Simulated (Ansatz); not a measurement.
# C2H3NSi (SMILES C=[Si]=C=N): single points off equilibrium

An exercise on one series of results from a longer session: the logs are not shown, and one member is left open.

The runs use Ansatz 0.2.0, Gaussian basis; single points in def2-TZVPP.

Cores are frozen in the correlated methods.

## Starting geometry

SMILES `C=[Si]=C=N`, 7 atoms, charge 0, spin multiplicity 1.

Atoms are counted from 1 here; the program's logs count them from 0.

Bond lengths: C1–Si2 1.541 Å, C1–H5 1.228 Å, C1–H6 1.170 Å, Si2–C3 1.977 Å, C3–N4 1.164 Å, N4–H7 1.063 Å. Angles: Si2–C1–H5 126.3°, Si2–C1–H6 128.2°, H5–C1–H6 102.8°, C1–Si2–C3 141.3°, Si2–C3–N4 132.2°, C3–N4–H7 140.6°.

As a file:

```xyz
7
charge 0, multiplicity 1
C    -0.9820    1.4906   -0.1625
Si   -0.0628    0.3618    0.3429
C     0.5783   -1.4426   -0.1489
N     1.6314   -1.9365   -0.1070
H    -1.9797    1.3549   -0.8663
H    -1.1252    2.5612    0.2861
H     2.4636   -2.0418    0.5456
```

The first run:

run/in.yaml

```yaml
crystal:
  periodic: [false, false, false]
  atoms:
    - {symbol: C, position_ang: [-0.982000, 1.490600, -0.162500]}
    - {symbol: Si, position_ang: [-0.062800, 0.361800, 0.342900]}
    - {symbol: C, position_ang: [0.578300, -1.442600, -0.148900]}
    - {symbol: N, position_ang: [1.631400, -1.936500, -0.107000]}
    - {symbol: H, position_ang: [-1.979700, 1.354900, -0.866300]}
    - {symbol: H, position_ang: [-1.125200, 2.561200, 0.286100]}
    - {symbol: H, position_ang: [2.463600, -2.041800, 0.545600]}
basis:
  gaussian: {orbitals: def2-TZVPP}
correlation: {method: ccsd_t}
output: {forces: true}
```

The command line of these runs was not kept.

Among the steps run: CCSD(T)/def2-TZVPP; PBE0-D4/def2-TZVPP; wB97M-V/def2-TZVPP; r2SCAN-D4/def2-TZVPP; PBE-D4/def2-TZVPP; wB97X-V/def2-TZVPP; SPW92/def2-TZVPP.

One table of the session follows, with a row left open; its other results are not shown here.

```
   method  RMS force component (eV/Å)  angle to CCSD(T) forces (°)  dipole (D)
  CCSD(T)                       3.927                    reference        2.35
  PBE0-D4                       3.656                          4.1        2.20
  wB97M-V                       3.566                          6.4        2.53
r2SCAN-D4                           ?                            ?           ?
   PBE-D4                       3.800                          2.8        2.04
  wB97X-V                       3.611                          5.6        2.49
    SPW92                       3.556                          3.7        2.01
```

Estimate the missing values for r2SCAN-D4.

The run gave: RMS force component (eV/Å): 3.726; angle to CCSD(T) forces (°): 2.2; dipole (D): 2.06. In the column «RMS force component (eV/Å)» it lies between PBE0-D4 (3.656) and PBE-D4 (3.800).
